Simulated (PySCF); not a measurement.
# Yb(NH2)3: other functionals and bases at one geometry

One table from this session's results is given with a row withheld; the runs are named, their logs left out.

Computed with PySCF 2.14.0. Level: several levels, as the steps say, no spin–orbit coupling.

3 further runs of the same task are left out: 2 for a known fault of the program, 1 that didn't finish.

### The system as given

10 atoms, charge 0, spin multiplicity 1.

Bond lengths: Yb1–N2 2.139 Å, Yb1–N5 2.139 Å, Yb1–N8 2.139 Å, N2–H3 1.030 Å, N2–H4 1.030 Å, N5–H6 1.029 Å, N5–H7 1.029 Å, N8–H9 1.029 Å, N8–H10 1.029 Å. Angles: N2–Yb1–N5 120.2°, N2–Yb1–N8 120.0°, N5–Yb1–N8 119.8°, Yb1–N2–H3 127.2°, Yb1–N2–H4 127.8°, H3–N2–H4 105.0°, Yb1–N5–H6 127.9°, Yb1–N5–H7 127.0°, H6–N5–H7 105.1°, Yb1–N8–H9 127.7°, Yb1–N8–H10 127.3°, H9–N8–H10 105.0°.

As a file:

```
Yb    0.0037    0.0027    0.0012
N     2.1303    0.0038    0.2303
H     2.7459   -0.8155    0.3286
H     2.7623    0.8165    0.2527
N    -1.0572    1.8470   -0.2159
H    -0.6713    2.8011   -0.2257
H    -2.0728    1.9680   -0.3323
N    -1.0689   -1.8475   -0.0149
H    -0.6875   -2.7973    0.0950
H    -2.0845   -1.9789   -0.1190
```

Formal oxidation states: Yb +3. Each metal's 13 4f electrons lie in its core potential, so multiplicities, spins and levels count the valence alone. An earlier session relaxed this geometry at PBE, Yb lcecp-1-SVP with ECP59, N def2-SVP, H def2-SVP (singlet, point group D3h).

At PBE on the finer grid: E = -207.048692 Eh, HOMO -4.79 eV, LUMO -1.79 eV, Mulliken charge on Yb1 +0.69 e, largest force component 0.016 eV/Å. 

Levels to run: BP86; TPSSh; PBE0; CAM-B3LYP; PBE, TZVP. Hardware: 2 threads of Arm Neoverse V1, shared host.

The first run:

run.py (the lines that set the calculation)

```python
mol = gto.M(atom='''
Yb     0.00374     0.00272     0.00117
N      2.13033     0.00383     0.23034
H      2.74591    -0.81553     0.32857
H      2.76226     0.81653     0.25274
N     -1.05716     1.84703    -0.21593
H     -0.67125     2.80114    -0.22573
H     -2.07285     1.96796    -0.33228
N     -1.06893    -1.84749    -0.01493
H     -0.68753    -2.79727     0.09502
H     -2.08452    -1.97892    -0.11898''',
    basis={'Yb': 'lcecp-1-SVP', 'N': 'def2-SVP', 'H': 'def2-SVP'},
    ecp={'Yb': 'lcecp-1-SVP'},
    charge=0, spin=0)
mf = dft.RKS(mol, xc='B88,P86')
mf.grids.atom_grid = (75, 302)  # f atoms: unpruned, at least (60, 302)
mf = mf.density_fit()  # fitting sets: Yb AutoAux, N def2-universal-JKFIT, H def2-universal-JKFIT
mf.conv_tol = 1e-08; mf.max_cycle = 55
mf.kernel(dm0)  # dm0: the density of the relaxed state
```

Started as:

```console
$ OMP_NUM_THREADS=2 python run.py
```

Steps of the session up to this table: BP86; TPSSh; PBE0; CAM-B3LYP; PBE, TZVP.

One of the session's tables, all rows but one given; the rest of the session is left out.

| level | HOMO (eV) | gap (eV) | charge on Yb1 (e) | largest force component (eV/Å) |
| --- | --- | --- | --- | --- |
| PBE (relaxed here) | -4.79 | 3.00 | 0.69 | 0.02 |
| BP86 | -4.89 | 3.06 | 0.70 | 0.07 |
| TPSSh | ? | ? | ? | ? |
| PBE0 | -6.14 | 5.07 | 0.90 | 0.39 |
| CAM-B3LYP | -7.57 | 7.22 | 0.86 | 0.40 |
| PBE, TZVP | -4.98 | 3.10 | 1.43 | 0.47 |

Q: Estimate the row for TPSSh from the others.

As computed: HOMO (eV): -5.36; gap (eV): 4.11; charge on Yb1 (e): 0.88; largest force component (eV/Å): 0.28. In the column «HOMO (eV)» it lies between PBE0 (-6.14) and PBE, TZVP (-4.98).

In one basis the HOMO–LUMO gap runs from 3.00 eV (PBE) to 7.22 eV (CAM-B3LYP). The largest leftover force, 0.47 eV/Å with PBE, TZVP, stands at a geometry relaxed at another level. With 4f in the core, its levels are missing from HOMO and gap, and its count is fixed, so no charge can pass from the ligands into it. Total energies of different levels can't be compared.
